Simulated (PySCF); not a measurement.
# Si₄⁺: relaxation and vibrations of the doublet

Aim: relax Si₄⁺ as a doublet from a square start, check by its vibrations whether the end is a minimum, and collect its spectrum and constants.

The runs use PySCF 2.14.0; PBE0, basis Si def2-TZVP, no relativity, density fitting.

## (1) Where the work starts

4 atoms, charge 1, spin multiplicity 2.

Bond lengths: Si1–Si2 2.320 Å, Si1–Si4 2.320 Å, Si2–Si3 2.320 Å, Si3–Si4 2.320 Å. Angles: Si2–Si1–Si4 90.0°, Si1–Si2–Si3 90.0°, Si2–Si3–Si4 90.0°, Si1–Si4–Si3 90.0°.

```xyz
4
charge 1 multiplicity 2
Si    1.1600    1.1600    0.0000
Si   -1.1600    1.1600    0.0000
Si   -1.1600   -1.1600    0.0000
Si    1.1600   -1.1600    0.0000
```

## (2) First SCF at the start

The steps below are one call of a driver around PySCF. For each, scf.py gives the equivalent set-up of the SCF; relaxations use the driver's own optimiser. After this first run the driver tries any further starts and a stability analysis.

Input file scf.py:

```python
from pyscf import gto, scf, dft
mol = gto.M(atom='''
Si     1.160000     1.160000     0.000000
Si    -1.160000     1.160000     0.000000
Si    -1.160000    -1.160000     0.000000
Si     1.160000    -1.160000     0.000000''',
    basis={'Si': 'def2-TZVP'},
    charge=1, spin=1)
mf = dft.UKS(mol, xc='PBE0')
mf.grids.atom_grid = (50, 194)
aux = {'Si': 'def2-universal-JKFIT'}
mf = mf.density_fit(auxbasis=aux)
mf.conv_tol = 1e-08
mf.diis_space = 10
mf.max_cycle = 60
mf.init_guess = 'minao'
mf.verbose = 4
mf.kernel()
```

On the command line:

```bash
> OMP_NUM_THREADS=4 python axn.py task.json out
```

Standard output:

```text
init E= -1157.61179181194
[... the frontier-level lines of each cycle are left out ...]
cycle= 1 E= -1157.10263638732  delta_E= 0.509  |g|= 0.171  |ddm|= 1.38
cycle= 2 E= -1157.11680665041  delta_E= -0.0142  |g|= 0.0898  |ddm|= 0.409
cycle= 3 E= -1157.11861110249  delta_E= -0.0018  |g|= 0.0165  |ddm|= 0.0892
cycle= 4 E= -1157.11877077088  delta_E= -0.00016  |g|= 0.00867  |ddm|= 0.0281
cycle= 5 E= -1157.11883964779  delta_E= -6.89e-05  |g|= 0.00219  |ddm|= 0.0152
cycle= 6 E= -1157.11884561554  delta_E= -5.97e-06  |g|= 0.00082  |ddm|= 0.0055
cycle= 7 E= -1157.11884628877  delta_E= -6.73e-07  |g|= 0.000312  |ddm|= 0.0015
cycle= 8 E= -1157.11884659307  delta_E= -3.04e-07  |g|= 0.000173  |ddm|= 0.00146
cycle= 9 E= -1157.11884683034  delta_E= -2.37e-07  |g|= 0.000161  |ddm|= 0.00141
cycle= 10 E= -1157.1188471007  delta_E= -2.7e-07  |g|= 0.000156  |ddm|= 0.00168
cycle= 11 E= -1157.11884787117  delta_E= -7.7e-07  |g|= 0.00014  |ddm|= 0.00514
cycle= 12 E= -1157.11885070322  delta_E= -2.83e-06  |g|= 7.71e-05  |ddm|= 0.0321
cycle= 13 E= -1157.11885072666  delta_E= -2.34e-08  |g|= 5.28e-05  |ddm|= 0.000548
cycle= 14 E= -1157.1188508919  delta_E= -1.65e-07  |g|= 2.12e-05  |ddm|= 0.00873
cycle= 15 E= -1157.11885089484  delta_E= -2.94e-09  |g|= 1.07e-05  |ddm|= 0.000924
Extra cycle  E= -1157.11885089395  delta_E= 8.95e-10  |g|= 3.3e-05  |ddm|= 4.37e-05
converged SCF energy = -1157.11885089395  <S^2> = 0.76018714  2S+1 = 2.0101613
```

This step, with its further starts and checks, needed 36 s of wall time on 4 threads of Arm Neoverse V1, shared host.

Energies from each starting density:

```tsv
start	energy (Eh)
the minimal-basis guess	-1157.118851
a thermally smeared density	-1157.118471
a smeared PBE density	-1157.118471
```

No lower solution of this spin turned up from the other starts or in the test of internal stability.

## (3) Relaxation: square start, doublet

The program finds D4h symmetry in the start, which this walk keeps. The walk stops when the largest gradient is under 0.0003 Eh/bohr and the energy has settled too.

scf.py: that of step 2 with these lines changed.

```diff
@@ -16 +15,0 @@
-mf.init_guess = 'minao'
```

Energy and gradient, step by step:

```tsv
step	energy (Eh)	change (kJ/mol)	largest symmetric gradient (Eh/bohr)
0	-1157.118851	0.00	0.00617
1	-1157.119487	-1.67	0.00251
2	-1157.119605	-1.98	0.00017
3	-1157.119606	-1.98	0.00000
```

The walk took 16 s.

End point (D4h, 3 steps, 2.0 kJ/mol gained): Si–Si 2.288 Å (×4); Si–Si–Si 90.0° (×4). A gradient of 0.0097 Eh/bohr that breaks the symmetry is left: this electronic state wants a lower symmetry.

## (4) Relaxing without the symmetry constraint

The geometry is nudged along the force that breaks the symmetry.

The program finds D2h symmetry in the start, which may break. The walk stops when the largest gradient is under 0.0003 Eh/bohr and the energy has settled too.

scf.py: that of step 3 with these lines changed.

```diff
@@ -3,4 +3,4 @@
-Si     1.160000     1.160000     0.000000
-Si    -1.160000     1.160000     0.000000
-Si    -1.160000    -1.160000     0.000000
-Si     1.160000    -1.160000     0.000000''',
+Si     1.183018     1.105312    -0.000000
+Si    -1.183016     1.105313    -0.000000
+Si    -1.183018    -1.105312     0.000000
+Si     1.183016    -1.105313     0.000000''',
```

Energy and gradient, step by step:

```tsv
step	energy (Eh)	change (kJ/mol)	largest gradient (Eh/bohr)
0	-1157.119695	0.00	0.01230
1	-1157.121048	-3.55	0.00128
2	-1157.121071	-3.61	0.00019
3	-1157.121071	-3.61	0.00024
```

The walk took 15 s.

Positions (Å) and forces (eV/Å) along the way:

```
step 0
Si   1.183   1.105   0.000  -0.347   0.632   0.000
Si  -1.183   1.105   0.000   0.347   0.633   0.000
Si  -1.183  -1.105   0.000   0.348  -0.632   0.000
Si   1.183  -1.105   0.000  -0.348  -0.632   0.000
step 1
Si   1.169   1.124   0.000  -0.066   0.054   0.000
Si  -1.169   1.124   0.000   0.065   0.055   0.000
Si  -1.169  -1.124   0.000   0.065  -0.054   0.000
Si   1.169  -1.124   0.000  -0.065  -0.055   0.000
step 2
Si   1.166   1.126   0.000  -0.010  -0.005   0.000
Si  -1.166   1.126   0.000   0.008  -0.004   0.000
Si  -1.166  -1.126   0.000   0.009   0.006   0.000
Si   1.166  -1.126   0.000  -0.007   0.003   0.000
step 3
Si   1.166   1.126   0.000  -0.011  -0.012   0.000
Si  -1.166   1.126   0.000  -0.007   0.006   0.000
Si  -1.166  -1.126   0.000   0.011   0.012   0.000
Si   1.166  -1.126   0.000   0.007  -0.006   0.000
```

It settles in D2h symmetry, 3.6 kJ/mol below the start, after 3 steps: Si–Si 2.252 Å (×2), Si–Si 2.332 Å (×2); Si–Si–Si 90.0° (×4).

## (5) Vibrations and properties at this point

On the finer grid the gradient is checked again; gradients at displacements of ±0.02 bohr then give force constants and infrared intensities.

scf.py: that of step 4 with these lines changed.

```diff
@@ -3,4 +3,4 @@
-Si     1.183018     1.105312    -0.000000
-Si    -1.183016     1.105313    -0.000000
-Si    -1.183018    -1.105312     0.000000
-Si     1.183016    -1.105313     0.000000''',
+Si     1.166071     1.125890    -0.000000
+Si    -1.166069     1.125891    -0.000000
+Si    -1.166071    -1.125890     0.000000
+Si     1.166069    -1.125891     0.000000''',
@@ -10 +10 @@
-mf.grids.atom_grid = (50, 194)
+mf.grids.atom_grid = (75, 302)
@@ -13 +13 @@
-mf.conv_tol = 1e-08
+mf.conv_tol = 1e-10
```

This SCF starts from the last density.

SCF at the final geometry:

```text
init E= -1157.12105979155
[... the frontier-level lines of each cycle are left out ...]
cycle= 1 E= -1157.12105979144  delta_E= 1.08e-10  |g|= 1.13e-05  |ddm|= 1.55e-05
cycle= 2 E= -1157.12105979035  delta_E= 1.09e-09  |g|= 3.61e-05  |ddm|= 4.86e-05
cycle= 3 E= -1157.12105979157  delta_E= -1.22e-09  |g|= 3.53e-07  |ddm|= 3.7e-05
cycle= 4 E= -1157.12105979157  delta_E= -2.27e-13  |g|= 2.96e-07  |ddm|= 1.35e-06
Extra cycle  E= -1157.12105979156  delta_E= 2.96e-12  |g|= 4.49e-07  |ddm|= 2.19e-06
converged SCF energy = -1157.12105979156  <S^2> = 0.76013713  2S+1 = 2.0101116
```

The whole step took 87 s.

Geometry: D2h; Si–Si 2.252 Å (×2), Si–Si 2.332 Å (×2); Si–Si–Si 90.0° (×4).

Modes, for the most abundant isotopes:

```tsv
symmetry	ω (cm⁻¹)	IR (km/mol)	μ (u)
b3g	822i	0.0	27.98
au	190i	0.0	27.98
b1u	357	2.6	27.98
b2u	428	8.3	27.98
ag	430	0.0	27.98
ag	514	0.0	27.98
```

2 modes are imaginary, the largest at 822i cm⁻¹: a saddle point, not a minimum.

Properties at this point:

* Dipole moment about the centre of mass: 0.00 D
* Highest occupied level: -10.41 eV
* Lowest empty level: -8.78 eV
* Rotational constants: 0.1188, 0.1108, 0.05733 cm⁻¹
* Zero-point energy (real modes): 10.3 kJ/mol
* Principal polarisabilities: 72.8, 143.2, 144.8 bohr³
* Principal traceless quadrupole moments about the centre of mass: -7.62, 0.54, 7.07 D Å
* Spin squared ⟨S²⟩: 0.760

Populations by atom (charges in e):

```json
{"atom": "Si1", "Mulliken": "0.25", "Löwdin": "0.25", "polar tensor": "0.25", "spin (Mulliken)": "0.25", "Mayer order to Si1": "–"}
{"atom": "Si2", "Mulliken": "0.25", "Löwdin": "0.25", "polar tensor": "0.25", "spin (Mulliken)": "0.25", "Mayer order to Si1": "1.01"}
{"atom": "Si3", "Mulliken": "0.25", "Löwdin": "0.25", "polar tensor": "0.25", "spin (Mulliken)": "0.25", "Mayer order to Si1": "0.63"}
{"atom": "Si4", "Mulliken": "0.25", "Löwdin": "0.25", "polar tensor": "0.25", "spin (Mulliken)": "0.25", "Mayer order to Si1": "1.26"}
```

Outer orbital energies (eV). α occupied: -22.04, -18.52, -18.02, -14.07, -13.23, -12.57, -12.33, -10.41; empty: -8.78, -8.45, -8.17, -5.47. β occupied: -105.65, -21.81, -18.07, -17.82, -13.38, -13.00, -12.28, -11.94; empty: -8.43, -8.34, -8.22, -8.07.

Mulliken populations on Si1: s 5.73, p 7.85, d 0.16, f 0.01.

## (6) Leaving the saddle point

The start is the last point, displaced along its most imaginary mode.

The program finds C2h symmetry in the start, which this walk keeps. The walk stops when the largest gradient is under 0.0003 Eh/bohr and the energy has settled too.

scf.py: that of step 5 with these lines changed.

```diff
@@ -3,4 +3,4 @@
-Si     1.166071     1.125890    -0.000000
-Si    -1.166069     1.125891    -0.000000
-Si    -1.166071    -1.125890     0.000000
-Si     1.166069    -1.125891     0.000000''',
+Si     1.079743     1.042538    -0.000000
+Si    -1.252396     1.209244    -0.000000
+Si    -1.079743    -1.042538     0.000000
+Si     1.252396    -1.209244     0.000000''',
@@ -10 +10 @@
-mf.grids.atom_grid = (75, 302)
+mf.grids.atom_grid = (50, 194)
@@ -13 +13 @@
-mf.conv_tol = 1e-10
+mf.conv_tol = 1e-08
```

Steps of the walk:

```tsv
step	energy (Eh)	change (kJ/mol)	largest symmetric gradient (Eh/bohr)
0	-1157.138491	0.00	0.02517
1	-1157.147342	-23.24	0.01498
2	-1157.151566	-34.33	0.00389
3	-1157.151714	-34.72	0.00148
4	-1157.151729	-34.76	0.00025
5	-1157.151730	-34.76	0.00003
```

The walk needed 22 s of wall time on 4 threads of Arm Neoverse V1, shared host.

Positions (Å) and forces (eV/Å) along the way:

```
step 0
Si   1.080   1.043   0.000  -1.294  -0.372   0.000
Si  -1.252   1.209   0.000  -0.066   0.824   0.000
Si  -1.080  -1.043   0.000   1.293   0.372   0.000
Si   1.252  -1.209   0.000   0.067  -0.824   0.000
step 1
Si   1.011   1.005   0.000  -0.770  -0.489   0.000
Si  -1.283   1.264   0.000  -0.049   0.267   0.000
Si  -1.011  -1.005   0.000   0.770   0.489   0.000
Si   1.283  -1.264   0.000   0.049  -0.267   0.000
step 3
Si   0.930   0.939   0.000  -0.014  -0.076   0.000
Si  -1.322   1.314   0.000   0.011  -0.054   0.000
Si  -0.930  -0.939   0.000   0.013   0.076   0.000
Si   1.322  -1.314   0.000  -0.010   0.054   0.000
step 5
Si   0.929   0.935   0.000  -0.001   0.000   0.000
Si  -1.322   1.313   0.000   0.002   0.000   0.000
Si  -0.929  -0.935   0.000   0.001  -0.001   0.000
Si   1.322  -1.313   0.000  -0.002   0.000   0.000
```

After 5 steps and 34.8 kJ/mol it ends at D2h: Si–Si 2.282 Å (×4), Si–Si 2.636 Å; Si–Si–Si 54.7° (×4), Si–Si–Si 70.6° (×2), Si–Si–Si 109.4° (×2).

## (7) Is it a minimum? Harmonic modes

The same treatment as at the point before.

scf.py: that of step 6 with these lines changed.

```diff
@@ -3,4 +3,4 @@
-Si     1.079743     1.042538    -0.000000
-Si    -1.252396     1.209244    -0.000000
-Si    -1.079743    -1.042538     0.000000
-Si     1.252396    -1.209244     0.000000''',
+Si     0.928644     0.935303    -0.000000
+Si    -1.321979     1.312567    -0.000000
+Si    -0.928644    -0.935303     0.000000
+Si     1.321979    -1.312567     0.000000''',
@@ -10 +10 @@
-mf.grids.atom_grid = (50, 194)
+mf.grids.atom_grid = (75, 302)
@@ -13 +13 @@
-mf.conv_tol = 1e-08
+mf.conv_tol = 1e-10
```

Log of the central SCF (cycles and frontier levels):

```text
init E= -1157.15170244653
[... the frontier-level lines of each cycle are left out ...]
cycle= 1 E= -1157.15170244519  delta_E= 1.34e-09  |g|= 3.98e-05  |ddm|= 5.4e-05
cycle= 2 E= -1157.15170243172  delta_E= 1.35e-08  |g|= 0.000126  |ddm|= 0.000171
cycle= 3 E= -1157.15170244668  delta_E= -1.5e-08  |g|= 1.09e-06  |ddm|= 0.00013
cycle= 4 E= -1157.15170244668  delta_E= -6.14e-12  |g|= 3.54e-07  |ddm|= 1.42e-06
Extra cycle  E= -1157.15170244668  delta_E= 5.68e-12  |g|= 9.36e-07  |ddm|= 1.42e-06
converged SCF energy = -1157.15170244668  <S^2> = 0.76497558  2S+1 = 2.0149199
```

The whole step took 86 s.

Geometry: D2h; Si–Si 2.282 Å (×4), Si–Si 2.636 Å; Si–Si–Si 54.7° (×4), Si–Si–Si 70.6° (×2), Si–Si–Si 109.4° (×2).

Harmonic modes (main isotopes):

| symmetry | ω (cm⁻¹) | IR (km/mol) | μ (u) |
| --- | --- | --- | --- |
| b3u | 86 | 0.3 | 27.98 |
| ag | 282 | 0.0 | 27.98 |
| b2u | 302 | 1.6 | 27.98 |
| b1u | 455 | 28.3 | 27.98 |
| ag | 467 | 0.0 | 27.98 |
| b3g | 483 | 0.0 | 27.98 |

Every mode is real; the point is a minimum.

Constants and moments:

```
Dipole moment about the centre of mass                          : 0.00 D
Highest occupied level                                          : -11.80 eV
Lowest empty level                                              : -9.23 eV
Rotational constants                                            : 0.1734, 0.08681, 0.05785 cm⁻¹
Zero-point energy                                               : 12.4 kJ/mol
Principal polarisabilities                                      : 65.2, 120.4, 160.5 bohr³
Principal traceless quadrupole moments about the centre of mass : -7.75, -4.22, 11.96 D Å
Entropy at 298.15 K and 1 bar (electronic part: spin only)      : 312.2 J/(mol K)
Heat capacity Cp at 298.15 K                                    : 72.1 J/(mol K)
Enthalpy at 298.15 K above 0 K                                  : 16.13 kJ/mol
Rotational symmetry number                                      : 4
Spin squared ⟨S²⟩                                               : 0.765
```

Populations by atom (charges in e):

```csv
atom,Mulliken,Löwdin,polar tensor,spin (Mulliken),Mayer order to Si1
Si1,0.19,0.19,0.08,0.07,–
"Si2,4",0.31,0.31,0.42,0.43,1.09
Si3,0.19,0.19,0.08,0.07,0.94
```

Mulliken populations on Si1: s 5.69, p 7.94, d 0.16, f 0.01.

## (8) All stationary points

| spin | group | bonds | imaginary modes (cm⁻¹) | ΔE (kJ/mol) | with zero-point energy |
| --- | --- | --- | --- | --- | --- |
| doublet | D2h | Si–Si 2.282 Å (×4), Si–Si 2.636 Å | none | 0.0 | 0.0 |
| doublet | D2h | Si–Si 2.252 Å (×2), Si–Si 2.332 Å (×2) | 822i, 190i | 80.5 | – |

## (9) Outcome

| quantity | value |
| --- | --- |
| minimum | doublet, D2h |
| geometry | Si–Si 2.282 Å (×4), Si–Si 2.636 Å; Si–Si–Si 54.7° (×4), Si–Si–Si 70.6° (×2), Si–Si–Si 109.4° (×2) |
| wavenumbers (cm⁻¹) | 86 (b3u), 282 (ag), 302 (b2u), 455 (b1u), 467 (ag), 483 (b3g) |
| dipole moment (centre of mass) | 0.00 D |
| highest occupied, lowest empty level (either spin) | -11.80, -9.23 eV |
| polar-tensor charge of Si1 | +0.08 e |
| zero-point energy | 12.4 kJ/mol |
| entropy at 298.15 K | 312.2 J/(mol K) |
| ⟨S²⟩ | 0.765 |

**Reading.** The square start (D4h) ends in a minimum of D2h symmetry, after a stop at a second-order saddle point 80.5 kJ/mol higher, from which it was pushed off along an imaginary mode. The strongest infrared band lies at 455 cm⁻¹ (b1u). Only this shape and spin were tried, so other structures or states may lie lower.

The search up to here took 4.4 min.
